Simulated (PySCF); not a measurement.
# C3H6ClNSi: electronic excitations at several levels of theory

How much do the electronic excitations of C3H6ClNSi (`C=C[Si@@H](Cl)N=C`) depend on the level of theory, and what does each level cost?

The runs use PySCF 2.14.0, with density-fitted response routines of our own; the level of theory stands in each step. All values are computed, except where a source is named. Atoms count from 0, in the outputs and in this text.

## (1) The molecule as given

12 atoms, charge 0, multiplicity 1; geometry from: GFN2-xTB. The atoms were then displaced at random by about 0.01 Å, so the start is not that level's minimum.

Bonds of the start (Å): C0–C1 1.31, C1–Si2 1.90, Si2–Cl3 2.01, Si2–N4 1.71, N4–C5 1.25, C0–H6 1.10, C0–H7 1.08, C1–H8 1.09, Si2–H9 1.45, C5–H10 1.08, C5–H11 1.09.

## (2) Geometry optimisation at PBE0-D3(BJ)/def2-SVP

Job settings and geometry (Å):

```
{"job": {"xc": "PBE0", "basis": "def2-SVP", "d3": "d3bj", "grid": 1, "shake": 0.01, "kind": "geom"}, "charge": 0, "multiplicity": 1}
C      1.837920     0.663790     1.071230
C      1.371280    -0.546380     0.859510
Si    -0.101110    -0.993080    -0.247480
Cl    -1.157910    -2.400060     0.725700
N     -0.907940     0.478190    -0.587090
C     -2.051240     0.921740    -0.320410
H      1.354070     1.535960     0.602010
H      2.676880     0.907230     1.700810
H      1.882360    -1.358480     1.372090
H      0.276980    -1.509520    -1.543190
H     -2.330330     1.914830    -0.634160
H     -2.811250     0.357490     0.227600
```

On the command line:

```console
$ OMP_NUM_THREADS=1 python probes_run.py task.json out
```

The driver reads the jobs from task.json and runs them one after another.

Output:

```text
step   0  E = -921.55760905  max force = 0.034607
step   1  E = -921.56343711  max force = 0.011240
step   2  E = -921.56412111  max force = 0.008209
step   3  E = -921.56433870  max force = 0.003473
step   4  E = -921.56458928  max force = 0.002369
step   5  E = -921.56463027  max force = 0.001173
step   6  E = -921.56465730  max force = 0.000715
step   7  E = -921.56466054  max force = 0.001202
step   8  E = -921.56466698  max force = 0.000876
step   9  E = -921.56467340  max force = 0.000389
optimisation converged
```

Run time: 55 s. Hardware: 1 thread of Arm Neoverse V2, shared host; peak memory 0.51 GiB.

Relaxation path:

```csv
step,energy from step 0 (eV),largest force component (eV/Å)
0,0.0000,1.7796
1,-0.1586,0.5780
2,-0.1772,0.4221
3,-0.1831,0.1786
4,-0.1899,0.1218
5,-0.1911,0.0603
6,-0.1918,0.0368
7,-0.1919,0.0618
8,-0.1921,0.0450
9,-0.1922,0.0200
```

Distances of close pairs at the start and the end, largest changes first:

```
   bond  before (Å)  after (Å)  change (Å)
Si2–Cl3       2.011      2.089      +0.078
 C1–Si2       1.895      1.853      -0.043
 Si2–H9       1.445      1.486      +0.041
 Si2–N4       1.712      1.741      +0.029
 C5–H10       1.078      1.106      +0.027
  C0–C1       1.314      1.338      +0.024
  C0–H7       1.077      1.096      +0.019
 C5–H11       1.094      1.110      +0.016
```

The next job starts from the end point, and lists it.

```csv
at the end point,value
point group (found at 0.08 Å tolerance),C1
"rotational constants (GHz, main isotopes)","2.673, 1.942, 1.274"
dipole moment (D),1.20
```

## (3) TDDFT and polarisability: PBE0/def2-SVP

Job settings and geometry (Å):

```
{"job": {"kind": "uv", "xc": "PBE0", "basis": "def2-SVP"}, "charge": 0, "multiplicity": 1}
C      0.250497    -2.012479     1.050944
C     -0.176395    -3.264565     0.849381
Si    -1.725452    -3.642187    -0.094586
Cl    -2.920835    -4.907974     1.059969
N     -2.539689    -2.140927    -0.435158
C     -3.724280    -1.834307    -0.127320
H     -0.301816    -1.152763     0.656439
H      1.164632    -1.795782     1.614705
H      0.403493    -4.100033     1.261920
H     -1.483119    -4.344205    -1.381665
H     -4.131445    -0.841791    -0.394488
H     -4.417286    -2.510548     0.415095
```

Level: TDDFT PBE0/def2-SVP, vertical, gas phase, core orbitals frozen in the response.

Output:

```text
coarse grid: 11288 points
cycle   1  E = -921.4003253870  dE =  4.587e-01  |g| = 4.456e-01  |ddm| = 3.545e+00
cycle   2  E = -921.3490094515  dE =  5.132e-02  |g| = 6.546e-01  |ddm| = 1.056e+00
cycle   3  E = -921.4474841862  dE = -9.847e-02  |g| = 1.305e-01  |ddm| = 6.311e-01
cycle   4  E = -921.4515375063  dE = -4.053e-03  |g| = 2.344e-02  |ddm| = 1.428e-01
cycle   5  E = -921.4516812151  dE = -1.437e-04  |g| = 4.488e-03  |ddm| = 2.922e-02
cycle   6  E = -921.4516868880  dE = -5.673e-06  |g| = 9.457e-04  |ddm| = 6.529e-03
final grid: 100520 points
cycle   7  E = -921.5539381045  dE = -1.556e-05  |g| = 6.096e-03  |ddm| = 1.936e-02
cycle   8  E = -921.5539344609  dE =  3.644e-06  |g| = 7.238e-03  |ddm| = 1.297e-02
cycle   9  E = -921.5539477761  dE = -1.332e-05  |g| = 1.431e-03  |ddm| = 7.539e-03
cycle  10  E = -921.5539482657  dE = -4.896e-07  |g| = 1.936e-04  |ddm| = 1.257e-03
cycle  11  E = -921.5539482741  dE = -8.389e-09  |g| = 5.903e-05  |ddm| = 2.547e-04
cycle  12  E = -921.5539482747  dE = -6.421e-10  |g| = 3.828e-05  |ddm| = 8.461e-05
cycle  13  E = -921.5539482751  dE = -3.593e-10  |g| = 4.338e-06  |ddm| = 3.392e-05
converged SCF energy = -921.5539482751

Static polarisability (au): isotropic 68.394, principal 49.015 75.888 80.278

Singlet excitations
state   eV       nm        f      main configurations
  1   4.1900    295.9   0.00014   H->L 0.97
  2   5.6609    219.0   0.01805   H->L+1 0.97
  3   6.1309    202.2   0.00637   H-1->L 0.96
  4   6.4484    192.3   0.02775   H-2->L 0.78, H-2->L+1 0.18
  5   6.5536    189.2   0.01774   H-2->L+1 0.72, H-2->L 0.20
  6   6.9289    178.9   0.00267   H-3->L 0.99
  7   7.2807    170.3   0.27474   H-1->L+1 0.66, H-3->L+1 0.21
  8   7.4194    167.1   0.07551   H-3->L+1 0.57, H-1->L+1 0.16, H-4->L+1 0.16
  9   7.4642    166.1   0.01741   H-4->L 0.58, H-5->L 0.14, H-4->L+1 0.12
 10   7.5372    164.5   0.00934   H->L+2 0.94

Triplet excitations (Tamm-Dancoff, eV): 3.5228 4.1515 4.9631 5.5131
```

Run time: 13 s. Hardware: 1 thread of Arm Neoverse V2, shared host; peak memory 0.61 GiB.

The orbitals next to the gap, with their largest atomic shares:

```csv
orbital,eV,atoms
HOMO−3,-9.10,"Cl3 85 %, Si2 5 %"
HOMO−2,-8.53,"Cl3 51 %, C1 14 %, H9 12 %"
HOMO−1,-8.20,"C1 42 %, C0 42 %, Cl3 6 %"
HOMO,-7.32,"N4 62 %, H11 9 %, C5 7 %"
LUMO,-1.02,"C5 51 %, N4 30 %, Si2 8 %"
LUMO+1,-0.59,"C0 43 %, C1 30 %, Si2 14 %"
LUMO+2,1.48,"Si2 58 %, Cl3 13 %, H9 6 %"
```

With each of the 10 states as a Gaussian band of 0.4 eV half-width at 1/e, the curve within the window shown has maxima at 169 nm (ε 15,000) L/(mol cm). Beyond the last state computed it falls off for lack of states. The curve at chosen wavelengths:

nm, ε (L/mol/cm) and a bar:
```
      158       3144 #######
      165      12131 ############################
      173      12877 ##############################
      180       5525 #############
      188       2435 ######
      195       1911 ####
      203       1207 ###
      210        917 ##
      218        837 ##
      225        656 ##
      233        353 #
      240        155 
      248         46 
      255         13 
      263          4 
      270          3 
      278          4 
      285          5 
      293          6 
      300          6 
      308          5 
      315          4 
      323          3 
      330          2 
      338          1 
      345          1
```

Further results of this job:

```
           property  computed
  dipole moment (D)      1.20
polarisability (Å³)     10.13
 HOMO–LUMO gap (eV)      6.30
      −ε(HOMO) (eV)      7.32
```

## (4) Excited states and response: PBE0/def2-TZVP

Same as in step 3 but for these lines:

```diff
@@ -1,2 +1,2 @@
-{"job": {"kind": "uv", "xc": "PBE0", "basis": "def2-SVP"}, "charge": 0, "multiplicity": 1}
+{"job": {"kind": "uv", "xc": "PBE0", "basis": "def2-TZVP"}, "charge": 0, "multiplicity": 1}
 C      0.250497    -2.012479     1.050944
```

With the program's defaults for keys left out, this is: TDDFT PBE0/def2-TZVP, vertical, gas phase, core orbitals frozen in the response.

Output:

```text
coarse grid: 11288 points
cycle   1  E = -921.9622170282  dE =  4.879e-01  |g| = 4.798e-01  |ddm| = 2.655e+00
cycle   2  E = -921.9011604528  dE =  6.106e-02  |g| = 7.160e-01  |ddm| = 8.415e-01
cycle   3  E = -922.0127666256  dE = -1.116e-01  |g| = 1.412e-01  |ddm| = 5.289e-01
cycle   4  E = -922.0170229284  dE = -4.256e-03  |g| = 3.764e-02  |ddm| = 1.110e-01
cycle   5  E = -922.0173343822  dE = -3.115e-04  |g| = 6.367e-03  |ddm| = 2.865e-02
cycle   6  E = -922.0173445409  dE = -1.016e-05  |g| = 2.188e-03  |ddm| = 7.645e-03
cycle   7  E = -922.0173455067  dE = -9.658e-07  |g| = 6.487e-04  |ddm| = 1.962e-03
final grid: 100520 points
cycle   8  E = -922.0077890912  dE = -3.874e-05  |g| = 6.874e-03  |ddm| = 3.871e-02
cycle   9  E = -922.0077850932  dE =  3.998e-06  |g| = 7.873e-03  |ddm| = 1.083e-02
cycle  10  E = -922.0077989280  dE = -1.383e-05  |g| = 1.757e-03  |ddm| = 6.125e-03
cycle  11  E = -922.0077995637  dE = -6.357e-07  |g| = 3.863e-04  |ddm| = 1.154e-03
cycle  12  E = -922.0077995974  dE = -3.373e-08  |g| = 8.043e-05  |ddm| = 2.822e-04
cycle  13  E = -922.0077995989  dE = -1.418e-09  |g| = 2.040e-05  |ddm| = 8.525e-05
cycle  14  E = -922.0077995989  dE = -6.912e-11  |g| = 1.126e-05  |ddm| = 1.882e-05
converged SCF energy = -922.0077995989

Static polarisability (au): isotropic 78.588, principal 60.209 84.620 90.936

Singlet excitations
state   eV       nm        f      main configurations
  1   4.1453    299.1   0.00008   H->L 0.97
  2   5.5655    222.8   0.01699   H->L+1 0.97
  3   6.0180    206.0   0.00503   H-1->L 0.97
  4   6.3764    194.4   0.01696   H-2->L 0.51, H-2->L+1 0.43
  5   6.4578    192.0   0.03508   H-2->L+1 0.48, H-2->L 0.46
  6   6.9113    179.4   0.00597   H-3->L 0.98
  7   7.0541    175.8   0.30572   H-1->L+1 0.80
  8   7.2009    172.2   0.02609   H->L+2 0.95
  9   7.3362    169.0   0.01331   H-3->L+1 0.67, H-4->L+1 0.15
 10   7.3784    168.0   0.01828   H-4->L 0.63, H-3->L+1 0.16, H-5->L 0.13

Triplet excitations (Tamm-Dancoff, eV): 3.5147 4.1249 4.9322 5.4408
```

Wall time 35 s (1 thread of Arm Neoverse V2, shared host); peak memory 0.89 GiB.

Key values: HOMO -7.42 eV, LUMO -1.19 eV; lowest singlet 4.15 eV.

## (5) Ultraviolet spectrum: PBE0/aug-cc-pVDZ

Same as in step 4 but for these lines:

```diff
@@ -1,2 +1,2 @@
-{"job": {"kind": "uv", "xc": "PBE0", "basis": "def2-TZVP"}, "charge": 0, "multiplicity": 1}
+{"job": {"kind": "uv", "xc": "PBE0", "basis": "aug-cc-pVDZ"}, "charge": 0, "multiplicity": 1}
 C      0.250497    -2.012479     1.050944
```

Level: TDDFT PBE0/aug-cc-pVDZ, vertical, gas phase, core orbitals frozen in the response.

Output:

```text
coarse grid: 11288 points
cycle   1  E = -921.8672071028  dE =  5.401e-01  |g| = 4.484e-01  |ddm| = 8.586e+00
cycle   2  E = -921.8102773250  dE =  5.693e-02  |g| = 6.738e-01  |ddm| = 2.197e+00
cycle   3  E = -921.9155028734  dE = -1.052e-01  |g| = 1.321e-01  |ddm| = 1.109e+00
cycle   4  E = -921.9196665231  dE = -4.164e-03  |g| = 2.410e-02  |ddm| = 2.707e-01
cycle   5  E = -921.9198173332  dE = -1.508e-04  |g| = 5.409e-03  |ddm| = 6.663e-02
cycle   6  E = -921.9198263092  dE = -8.976e-06  |g| = 1.050e-03  |ddm| = 1.328e-02
final grid: 100520 points
cycle   7  E = -921.9400320785  dE = -1.971e-05  |g| = 6.593e-03  |ddm| = 1.344e-01
cycle   8  E = -921.9400271340  dE =  4.945e-06  |g| = 7.980e-03  |ddm| = 3.540e-02
cycle   9  E = -921.9400435500  dE = -1.642e-05  |g| = 1.483e-03  |ddm| = 1.729e-02
cycle  10  E = -921.9400440640  dE = -5.140e-07  |g| = 2.283e-04  |ddm| = 2.412e-03
cycle  11  E = -921.9400440756  dE = -1.157e-08  |g| = 7.236e-05  |ddm| = 5.566e-04
cycle  12  E = -921.9400440767  dE = -1.165e-09  |g| = 4.095e-05  |ddm| = 1.941e-04
cycle  13  E = -921.9400440771  dE = -4.175e-10  |g| = 7.429e-06  |ddm| = 7.895e-05
converged SCF energy = -921.9400440771

Static polarisability (au): isotropic 84.721, principal 67.558 89.866 96.740

Singlet excitations
state   eV       nm        f      main configurations
  1   4.1557    298.3   0.00006   H->L 0.96
  2   5.5250    224.4   0.01855   H->L+1 0.97
  3   5.9865    207.1   0.00657   H-1->L 0.96
  4   6.3419    195.5   0.02108   H-2->L 0.62, H-2->L+1 0.33
  5   6.4362    192.6   0.02955   H-2->L+1 0.57, H-2->L 0.35
  6   6.4869    191.1   0.00318   H->L+2 0.79, H->L+3 0.13
  7   6.7064    184.9   0.01264   H->L+3 0.72, H->L+4 0.15
  8   6.8747    180.3   0.01169   H-3->L 0.96
  9   6.9610    178.1   0.28261   H-1->L+1 0.76
 10   7.0076    176.9   0.03122   H->L+4 0.72, H->L+3 0.09

Triplet excitations (Tamm-Dancoff, eV): 3.5247 4.1379 4.9412 5.4037
```

Run time: 29 s. Hardware: 1 thread of Arm Neoverse V2, shared host; peak memory 0.89 GiB.

In short: HOMO -7.44 eV, LUMO -1.25 eV; lowest singlet 4.16 eV.

## (6) Ultraviolet spectrum: PBE0/def2-TZVPD

Same as in step 5 but for these lines:

```diff
@@ -1,2 +1,2 @@
-{"job": {"kind": "uv", "xc": "PBE0", "basis": "aug-cc-pVDZ"}, "charge": 0, "multiplicity": 1}
+{"job": {"kind": "uv", "xc": "PBE0", "basis": "def2-TZVPD"}, "charge": 0, "multiplicity": 1}
 C      0.250497    -2.012479     1.050944
```

With the program's defaults for keys left out, this is: TDDFT PBE0/def2-TZVPD, vertical, gas phase, core orbitals frozen in the response.

Output:

```text
coarse grid: 11288 points
cycle   1  E = -921.9639331712  dE =  4.878e-01  |g| = 4.786e-01  |ddm| = 2.995e+00
cycle   2  E = -921.9020623178  dE =  6.187e-02  |g| = 7.172e-01  |ddm| = 1.138e+00
cycle   3  E = -922.0142476629  dE = -1.122e-01  |g| = 1.413e-01  |ddm| = 6.268e-01
cycle   4  E = -922.0185056014  dE = -4.258e-03  |g| = 3.817e-02  |ddm| = 1.306e-01
cycle   5  E = -922.0188260192  dE = -3.204e-04  |g| = 6.271e-03  |ddm| = 3.573e-02
cycle   6  E = -922.0188357808  dE = -9.762e-06  |g| = 2.250e-03  |ddm| = 9.671e-03
final grid: 100520 points
cycle   7  E = -922.0092785042  dE = -4.025e-05  |g| = 7.476e-03  |ddm| = 1.470e-01
cycle   8  E = -922.0092725625  dE =  5.942e-06  |g| = 8.759e-03  |ddm| = 1.560e-02
cycle   9  E = -922.0092911104  dE = -1.855e-05  |g| = 1.363e-03  |ddm| = 8.123e-03
cycle  10  E = -922.0092915409  dE = -4.305e-07  |g| = 3.739e-04  |ddm| = 1.185e-03
cycle  11  E = -922.0092915730  dE = -3.208e-08  |g| = 8.161e-05  |ddm| = 3.673e-04
cycle  12  E = -922.0092915741  dE = -1.110e-09  |g| = 4.887e-05  |ddm| = 1.236e-04
cycle  13  E = -922.0092915746  dE = -5.355e-10  |g| = 9.353e-06  |ddm| = 3.694e-05
converged SCF energy = -922.0092915746

Static polarisability (au): isotropic 84.691, principal 67.595 89.739 96.739

Singlet excitations
state   eV       nm        f      main configurations
  1   4.1278    300.4   0.00007   H->L 0.97
  2   5.5234    224.5   0.01750   H->L+1 0.97
  3   5.9792    207.4   0.00605   H-1->L 0.97
  4   6.3390    195.6   0.01717   H-2->L 0.53, H-2->L+1 0.41
  5   6.4283    192.9   0.03578   H-2->L+1 0.49, H-2->L 0.44
  6   6.7260    184.3   0.00836   H->L+2 0.88
  7   6.8539    180.9   0.00934   H->L+3 0.86
  8   6.8847    180.1   0.00892   H-3->L 0.96
  9   6.9940    177.3   0.31411   H-1->L+1 0.77
 10   7.2958    169.9   0.01434   H-3->L+1 0.65, H-4->L+1 0.15

Triplet excitations (Tamm-Dancoff, eV): 3.5030 4.1196 4.9260 5.4046
```

It took 52 s on 1 thread of Arm Neoverse V2, shared host; peak memory 1.1 GiB.

Key values: HOMO -7.45 eV, LUMO -1.26 eV; lowest singlet 4.13 eV.

## (7) Excited states and response: PBE0/6-31+G*

Same as in step 6 but for these lines:

```diff
@@ -1,2 +1,2 @@
-{"job": {"kind": "uv", "xc": "PBE0", "basis": "def2-TZVPD"}, "charge": 0, "multiplicity": 1}
+{"job": {"kind": "uv", "xc": "PBE0", "basis": "6-31+G*"}, "charge": 0, "multiplicity": 1}
 C      0.250497    -2.012479     1.050944
```

Level: TDDFT PBE0/6-31+G*, vertical, gas phase, core orbitals frozen in the response.

Output:

```text
coarse grid: 11288 points
cycle   1  E = -921.8885634353  dE =  5.243e-01  |g| = 4.515e-01  |ddm| = 3.603e+00
cycle   2  E = -921.8352173891  dE =  5.335e-02  |g| = 6.648e-01  |ddm| = 1.405e+00
cycle   3  E = -921.9385951045  dE = -1.034e-01  |g| = 1.333e-01  |ddm| = 8.009e-01
cycle   4  E = -921.9429058365  dE = -4.311e-03  |g| = 2.216e-02  |ddm| = 2.035e-01
cycle   5  E = -921.9430349478  dE = -1.291e-04  |g| = 4.241e-03  |ddm| = 5.033e-02
cycle   6  E = -921.9430403385  dE = -5.391e-06  |g| = 1.026e-03  |ddm| = 1.246e-02
final grid: 100520 points
cycle   7  E = -921.8813460199  dE = -1.623e-05  |g| = 6.826e-03  |ddm| = 3.386e-02
cycle   8  E = -921.8813411324  dE =  4.888e-06  |g| = 8.222e-03  |ddm| = 1.792e-02
cycle   9  E = -921.8813585634  dE = -1.743e-05  |g| = 1.544e-03  |ddm| = 1.091e-02
cycle  10  E = -921.8813591181  dE = -5.547e-07  |g| = 2.125e-04  |ddm| = 1.616e-03
cycle  11  E = -921.8813591282  dE = -1.010e-08  |g| = 6.067e-05  |ddm| = 3.972e-04
cycle  12  E = -921.8813591290  dE = -8.183e-10  |g| = 3.400e-05  |ddm| = 1.216e-04
cycle  13  E = -921.8813591293  dE = -2.860e-10  |g| = 7.699e-06  |ddm| = 3.825e-05
converged SCF energy = -921.8813591293

Static polarisability (au): isotropic 76.943, principal 59.532 82.012 89.284

Singlet excitations
state   eV       nm        f      main configurations
  1   4.2001    295.2   0.00011   H->L 0.96
  2   5.6121    220.9   0.02204   H->L+1 0.97
  3   5.9817    207.3   0.00749   H-1->L 0.97
  4   6.4039    193.6   0.03274   H-2->L 0.80, H-2->L+1 0.16
  5   6.5198    190.2   0.01891   H-2->L+1 0.76, H-2->L 0.17
  6   6.7602    183.4   0.00452   H->L+2 0.77, H->L+4 0.11
  7   6.8391    181.3   0.01431   H->L+3 0.89
  8   6.9046    179.6   0.00574   H-3->L 0.97
  9   7.0303    176.4   0.31357   H-1->L+1 0.80
 10   7.2619    170.7   0.01840   H->L+4 0.74, H->L+2 0.10, H-1->L+2 0.09

Triplet excitations (Tamm-Dancoff, eV): 3.5735 4.1303 4.9494 5.4729
```

Run time: 15 s. Hardware: 1 thread of Arm Neoverse V2, shared host; peak memory 0.67 GiB.

Key values: HOMO -7.48 eV, LUMO -1.25 eV; lowest singlet 4.20 eV.

## (8) Run by run: electronic excitations

Excitations and ground-state properties, with basis size and wall time:

```
             run  lowest singlet (eV)  brightest (eV)      f  gap (eV)  α (Å³)  μ (D)  functions  time
   PBE0/def2-SVP                 4.19            7.28  0.275      6.30   10.13   1.20        122  13 s
  PBE0/def2-TZVP                 4.15            7.05  0.306      6.23   11.65   1.27        234  35 s
PBE0/aug-cc-pVDZ                 4.16            6.96  0.283      6.19   12.55   1.32        200  29 s
 PBE0/def2-TZVPD                 4.13            6.99  0.314      6.19   12.55   1.28        291  52 s
    PBE0/6-31+G*                 4.20            7.03  0.314      6.23   11.40   1.42        128  15 s
```

## (9) Results

| quantity | value |
| --- | --- |
| point group | C1 |
| rotational constants (main isotopes) | 2.67, 1.94, 1.27 GHz |
| lowest singlet (PBE0/def2-SVP) | 4.19 eV (296 nm), f = 0.000 |
| brightest single state of those computed | state 7, 7.28 eV, f = 0.275 |
| lowest triplet | 3.52 eV |
| range of the lowest singlet | 4.13 to 4.20 eV |

Single values in the summary come from the first sound run of each kind (PBE0/def2-SVP), which need not be the best level. The start of the PBE0/def2-SVP relaxation was shaken at random by about 0.01 Å, so part of the energy gained, and of the first lengths quoted, undoes that. The optimisation took 9 steps and gained 0.192 eV; among the close pairs (by a distance rule), Si2–Cl3 changed most, from 2.011 to 2.089 Å. The first singlet state (HOMO→LUMO 0.97) lies at 4.19 eV and is dark; of the 10 states computed, the strongest absorption comes from state 7 at 7.28 eV. The lowest triplet lies 0.67 eV below the lowest singlet (triplets in Tamm-Dancoff, singlets in full TDDFT). The basis of PBE0/def2-SVP has no diffuse functions, so Rydberg states are missing and the high states are unreliable. The lowest singlet runs from 4.13 eV (PBE0/def2-TZVPD) to 4.20 eV (PBE0/6-31+G*), while the orbital gap spans 6.19 to 6.30 eV. The lowest state need not be the same one in every run.
